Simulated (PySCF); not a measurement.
The system is GaAsH6, in a box.

```
CELL_PARAMETERS angstrom
13.00000 0.00000 0.00000
0.00000 12.00000 0.00000
0.00000 0.00000 14.00000
ATOMIC_POSITIONS crystal
Ga 0.48590 0.49286 0.39533
As 0.55121 0.47074 0.57441
H 0.55568 0.39820 0.35216
H 0.36955 0.46663 0.41701
H 0.52021 0.61790 0.38331
H 0.60045 0.56778 0.62548
H 0.63245 0.38560 0.59894
H 0.47668 0.43987 0.65269
```

Base run:

* Program: PySCF 2.14.0
* Functional: TASK
* Potentials or basis: pob-tzvp-rev2 (all-electron)
* k mesh: 1 × 1 × 1
* Occupations: fixed
* Spin: no spin polarisation

Its results: gap between the frontier levels 7.14 eV.

Problem. The run is repeated on the same cell with these changes: functional from TASK to LDA. What comes out?

Solution. Gap between the frontier levels 5.71 eV.

TASK gives the wider gap, since meta-GGAs in the generalised Kohn-Sham scheme recover part of the derivative discontinuity.

Caveats: this is a molecule in a periodic box at the Γ point, so its band gap is the HOMO-LUMO gap; relativity is left out, which matters for the heavier elements; the basis of atomic orbitals isn't converged, which shifts pressures, moduli and gaps; this basis is made for solids and lacks diffuse functions, so gaps of a molecule come out too wide by an eV or more.

A k mesh can miss the band edges.

Not every run made on this cell is shown here.
